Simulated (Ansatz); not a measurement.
# CH4BFO: a nudged elastic band in two tries

Wanted: a band of images between two relaxed ends, and a check that the input is sound. SMILES of the start: OCBF.

Method: RKS r2SCANh-D4/def2-SVP, in Ansatz 0.2.0.

### Step 1. The system as given

Bond lengths: O1–C2 1.402 Å, C2–B3 1.562 Å, B3–F4 1.318 Å, O1–H5 0.961 Å, C2–H6 1.114 Å, C2–H7 1.114 Å, B3–H8 1.211 Å. Angles: O1–C2–B3 112.7°, O1–C2–H6 113.4°, O1–C2–H7 113.4°, B3–C2–H6 106.3°, B3–C2–H7 106.2°, H6–C2–H7 104.0°, C2–O1–H5 108.5°, C2–B3–F4 121.0°, C2–B3–H8 121.3°, F4–B3–H8 117.8°.

Structure file:

```xyz
8

O    -1.2423    0.7502   -0.1678
C     0.1147    0.4315   -0.0139
B     0.3670   -1.1075    0.0758
F    -0.6324   -1.9644    0.0040
H    -1.3274    1.7063   -0.2180
H     0.5740    0.8772    0.8978
H     0.7545    0.8036   -0.8464
H     1.4840   -1.5542    0.2128
```

### Step 2. First attempt

input.yaml

```yaml
crystal:
  periodic: [false, false, false]
  atoms:
    - { symbol: O, position_ang: [-1.242336, 0.750244, -0.167839] }
    - { symbol: C, position_ang: [0.114673, 0.431476, -0.013863] }
    - { symbol: B, position_ang: [0.367042, -1.107519, 0.075838] }
    - { symbol: F, position_ang: [-0.632373, -1.964362, 0.003981] }
    - { symbol: H, position_ang: [-1.327384, 1.706335, -0.218013] }
    - { symbol: H, position_ang: [0.574023, 0.877219, 0.897758] }
    - { symbol: H, position_ang: [0.754525, 0.803608, -0.846377] }
    - { symbol: H, position_ang: [1.48403, -1.554201, 0.212816] }
basis:
  gaussian: { orbitals: def2-SVP }
hamiltonian:
  xc: r2scanh
  dispersion: d4
neb:
  order_check: false
  images: 5
  f_tol: 0.05
  max_iterations: 8
  optimiser: lbfgs
  climbing: immediate
  final_atoms:
    - { symbol: O, position_ang: [-0.97438721, 1.17164346, -0.32748777] }
    - { symbol: C, position_ang: [0.27074233, 0.57885225, -0.05416732] }
    - { symbol: B, position_ang: [0.295092, -0.97600547, 0.05486049] }
    - { symbol: F, position_ang: [-0.8630362, -1.62668602, 0.02778937] }
    - { symbol: H, position_ang: [-1.66096687, 0.56902803, -0.02320753] }
    - { symbol: H, position_ang: [0.72728871, 0.9656158, 0.88807257] }
    - { symbol: H, position_ang: [0.99619996, 0.88596124, -0.83093749] }
  initial_path: idpp
```

The run is started by

```bash
$ ansatz run input.yaml --threads 1 --pin off --max-ram 2048MiB --backend cpu --events-out ev --progress --plain --runs-dir out
```

**Question.** What will these runs give? Wanted: first try.

As calculated:

| quantity | value |
| --- | --- |
| first try | refused |
| cause | the second end lists one atom fewer than the first |

What this shows: The fault in the first input was caught at the input check and cost nothing.
